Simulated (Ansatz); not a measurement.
Born–Oppenheimer molecular dynamics of a periodic cell of 36 atoms, Cs₂CuF₆ (host Cs2CuF6, host structure Fm-3m). It starts from an unrelaxed structure (largest force component 1.31 eV/Å).

These are results of DFT r2SCAN, scalar-relativistic, plane waves, PAW (Ansatz 0.2.0), not measurements. Settings: accuracy low, cutoff 500 eV, k mesh 1x1x1, fermi-dirac smearing 0.05 eV, no spin polarisation.

```
ensemble        : NVT, Nosé–Hoover chain
time step       : 6 fs
steps asked     : 70
set temperature : 900 K
thermostat      : time constant 100 fs, chain length 3
seed            : 321045
```

Frames 6 fs apart, positions in Å.

Velocities at 0 fs (Å/ps):

```
Cs -1.65 0.18 3.79
Cs 3.74 -2.10 -1.05
Cu -0.10 3.14 -2.51
F 7.56 -7.91 9.18
F 6.68 1.52 1.14
F 11.40 0.85 0.80
F -2.94 -5.52 2.12
F 7.73 13.58 0.33
F 2.46 -9.89 -1.82
Cs 0.35 -0.94 1.79
Cs 0.25 -1.19 -2.98
Cu 7.18 5.27 -0.16
F -3.63 -0.84 -2.70
F -5.54 1.51 -1.04
F 0.60 0.10 9.54
F 9.04 -8.64 -3.25
F 10.45 -3.05 -2.95
F -11.88 6.43 -0.43
Cs 0.97 3.16 -1.09
Cs -0.44 1.76 -0.45
Cu 2.95 -4.18 3.05
F -12.53 -1.52 -5.76
F 4.37 1.48 2.68
F -0.28 0.79 -9.29
F 1.15 3.79 -10.87
F -1.31 -4.06 5.65
F -5.59 -0.54 4.04
Cs -1.65 2.41 4.91
Cs -3.40 -1.36 -2.46
Cu -12.15 -3.07 1.33
F -1.04 -3.06 -4.87
F -5.38 -1.73 6.81
F 4.09 0.44 -1.26
F -3.52 -1.08 -12.04
F 2.85 1.47 -7.92
F 5.17 -1.47 -1.03
```

```xyz
36
Lattice="8.8730 0.0000 0.0000 0.0000 8.8730 0.0000 0.0000 0.0000 8.8730" Properties=species:S:1:pos:R:3 time_fs=0 energy_less_start_eV=0.000 T=900
Cs 2.218 2.218 2.218
Cs 6.655 6.655 6.655
Cu 0.000 0.000 0.000
F 4.436 4.436 1.766
F 4.436 4.436 7.107
F 1.766 4.436 4.436
F 4.436 1.766 4.436
F 7.107 4.436 4.436
F 4.436 7.107 4.436
Cs 6.655 6.655 2.218
Cs 2.218 2.218 6.655
Cu 4.436 4.436 0.000
F 0.000 0.000 1.766
F 0.000 0.000 7.107
F 6.202 0.000 4.436
F 0.000 6.202 4.436
F 2.671 0.000 4.436
F 0.000 2.671 4.436
Cs 6.655 2.218 6.655
Cs 2.218 6.655 2.218
Cu 4.436 0.000 4.436
F 0.000 4.436 6.202
F 0.000 4.436 2.671
F 6.202 4.436 0.000
F 0.000 1.766 0.000
F 2.671 4.436 0.000
F 0.000 7.107 0.000
Cs 2.218 6.655 6.655
Cs 6.655 2.218 2.218
Cu 0.000 4.436 4.436
F 4.436 0.000 6.202
F 4.436 0.000 2.671
F 1.766 0.000 0.000
F 4.436 6.202 0.000
F 7.107 0.000 0.000
F 4.436 2.671 0.000
36
Lattice="8.8730 0.0000 0.0000 0.0000 8.8730 0.0000 0.0000 0.0000 8.8730" Properties=species:S:1:pos:R:3 time_fs=6 energy_less_start_eV=0.430 T=824
Cs 2.208 2.219 2.241
Cs 6.677 6.642 6.648
Cu -0.001 0.019 -0.015
F 4.482 4.389 1.833
F 4.477 4.446 7.102
F 1.846 4.442 4.441
F 4.419 1.745 4.449
F 7.142 4.518 4.439
F 4.451 7.036 4.426
Cs 6.657 6.649 2.229
Cs 2.220 2.211 6.637
Cu 4.480 4.468 -0.001
F -0.022 -0.005 1.762
F -0.033 0.009 7.089
F 6.218 0.001 4.494
F 0.054 6.162 4.417
F 2.721 -0.018 4.419
F -0.071 2.697 4.434
Cs 6.661 2.237 6.648
Cs 2.216 6.665 2.216
Cu 4.454 -0.025 4.455
F -0.075 4.427 6.180
F 0.026 4.445 2.675
F 6.213 4.441 -0.056
F 0.007 1.800 -0.065
F 2.651 4.412 0.034
F -0.034 7.092 0.024
Cs 2.208 6.669 6.684
Cs 6.634 2.210 2.204
Cu -0.073 4.418 4.444
F 4.430 -0.018 6.185
F 4.404 -0.010 2.700
F 1.802 0.003 -0.008
F 4.415 6.208 -0.072
F 7.112 0.009 -0.048
F 4.468 2.650 -0.006
36
Lattice="8.8730 0.0000 0.0000 0.0000 8.8730 0.0000 0.0000 0.0000 8.8730" Properties=species:S:1:pos:R:3 time_fs=12 energy_less_start_eV=0.485 T=807
Cs 2.199 2.221 2.264
Cs 6.699 6.630 6.642
Cu 0.002 0.035 -0.030
F 4.528 4.347 1.904
F 4.513 4.454 7.071
F 1.918 4.442 4.449
F 4.404 1.753 4.462
F 7.095 4.600 4.437
F 4.468 6.951 4.416
Cs 6.659 6.644 2.240
Cs 2.221 2.204 6.619
Cu 4.513 4.490 0.002
F -0.043 -0.007 1.775
F -0.063 0.017 7.050
F 6.254 0.000 4.548
F 0.106 6.149 4.400
F 2.737 -0.039 4.404
F -0.144 2.688 4.431
Cs 6.666 2.256 6.642
Cs 2.213 6.676 2.213
Cu 4.474 -0.053 4.470
F -0.148 4.418 6.192
F 0.049 4.452 2.658
F 6.258 4.449 -0.108
F 0.014 1.855 -0.127
F 2.628 4.390 0.067
F -0.065 7.062 0.047
Cs 2.199 6.683 6.713
Cs 6.614 2.202 2.189
Cu -0.117 4.404 4.448
F 4.424 -0.038 6.200
F 4.378 -0.021 2.705
F 1.849 0.005 -0.015
F 4.396 6.244 -0.139
F 7.091 0.019 -0.092
F 4.499 2.622 -0.012
36
Lattice="8.8730 0.0000 0.0000 0.0000 8.8730 0.0000 0.0000 0.0000 8.8730" Properties=species:S:1:pos:R:3 time_fs=18 energy_less_start_eV=0.451 T=804
Cs 2.189 2.222 2.286
Cs 6.722 6.618 6.636
Cu 0.006 0.049 -0.044
F 4.576 4.314 1.964
F 4.544 4.461 7.024
F 1.972 4.435 4.459
F 4.392 1.782 4.476
F 6.971 4.682 4.430
F 4.486 6.866 4.409
Cs 6.661 6.638 2.250
Cs 2.223 2.198 6.602
Cu 4.534 4.500 0.009
F -0.062 -0.003 1.794
F -0.085 0.022 7.000
F 6.298 -0.002 4.596
F 0.153 6.155 4.387
F 2.723 -0.063 4.394
F -0.218 2.648 4.428
Cs 6.671 2.275 6.636
Cs 2.211 6.685 2.210
Cu 4.494 -0.084 4.481
F -0.215 4.407 6.231
F 0.066 4.453 2.632
F 6.328 4.460 -0.152
F 0.022 1.916 -0.184
F 2.618 4.371 0.099
F -0.092 7.029 0.066
Cs 2.189 6.697 6.742
Cs 6.593 2.194 2.174
Cu -0.130 4.398 4.445
F 4.419 -0.061 6.241
F 4.363 -0.034 2.696
F 1.891 0.009 -0.023
F 4.381 6.299 -0.195
F 7.054 0.032 -0.133
F 4.532 2.600 -0.016
36
Lattice="8.8730 0.0000 0.0000 0.0000 8.8730 0.0000 0.0000 0.0000 8.8730" Properties=species:S:1:pos:R:3 time_fs=24 energy_less_start_eV=1.110 T=671
Cs 2.180 2.224 2.308
Cs 6.743 6.606 6.630
Cu 0.009 0.059 -0.060
F 4.622 4.293 2.002
F 4.568 4.467 6.979
F 2.006 4.419 4.473
F 4.386 1.815 4.489
F 6.822 4.759 4.417
F 4.507 6.794 4.405
Cs 6.663 6.633 2.260
Cs 2.225 2.192 6.584
Cu 4.546 4.499 0.016
F -0.078 0.009 1.807
F -0.098 0.025 6.954
F 6.339 -0.008 4.636
F 0.192 6.165 4.380
F 2.696 -0.091 4.391
F -0.291 2.600 4.424
Cs 6.676 2.293 6.629
Cs 2.208 6.694 2.208
Cu 4.513 -0.115 4.490
F -0.274 4.396 6.274
F 0.076 4.449 2.611
F 6.402 4.477 -0.186
F 0.032 1.969 -0.232
F 2.629 4.357 0.129
F -0.114 7.006 0.080
Cs 2.179 6.710 6.771
Cs 6.573 2.185 2.159
Cu -0.126 4.397 4.438
F 4.416 -0.087 6.291
F 4.364 -0.049 2.682
F 1.917 0.013 -0.031
F 4.371 6.355 -0.238
F 7.016 0.048 -0.166
F 4.564 2.593 -0.019
36
Lattice="8.8730 0.0000 0.0000 0.0000 8.8730 0.0000 0.0000 0.0000 8.8730" Properties=species:S:1:pos:R:3 time_fs=30 energy_less_start_eV=1.939 T=500
Cs 2.171 2.226 2.330
Cs 6.764 6.596 6.625
Cu 0.010 0.068 -0.076
F 4.666 4.284 2.012
F 4.582 4.471 6.946
F 2.021 4.396 4.491
F 4.385 1.838 4.502
F 6.684 4.824 4.400
F 4.529 6.743 4.404
Cs 6.664 6.628 2.269
Cs 2.228 2.187 6.567
Cu 4.556 4.492 0.020
F -0.089 0.027 1.804
F -0.100 0.025 6.921
F 6.366 -0.017 4.666
F 0.222 6.171 4.380
F 2.671 -0.124 4.396
F -0.360 2.564 4.418
Cs 6.679 2.310 6.623
Cs 2.207 6.703 2.205
Cu 4.527 -0.144 4.498
F -0.322 4.385 6.301
F 0.079 4.439 2.603
F 6.463 4.497 -0.206
F 0.043 2.006 -0.270
F 2.662 4.348 0.155
F -0.129 6.998 0.089
Cs 2.169 6.722 6.798
Cs 6.553 2.177 2.144
Cu -0.116 4.401 4.431
F 4.415 -0.116 6.333
F 4.379 -0.066 2.672
F 1.921 0.019 -0.038
F 4.367 6.396 -0.263
F 6.990 0.066 -0.191
F 4.596 2.604 -0.021
```

Of the whole run (420 fs, mean temperature of the second half 922 K): The conserved energy wandered by up to 6.1 meV per atom (net 4.0 meV per atom), which is poor conservation. A run of 0.42 ps of so small a system gives no equilibrium averages. Limits of this set-up: coarse k mesh, low accuracy level.

Run time: 27 min on 4 threads of Intel(R) Xeon(R) Platinum 8488C (Sapphire Rapids), on a shared host, peak memory 1.7 GiB.
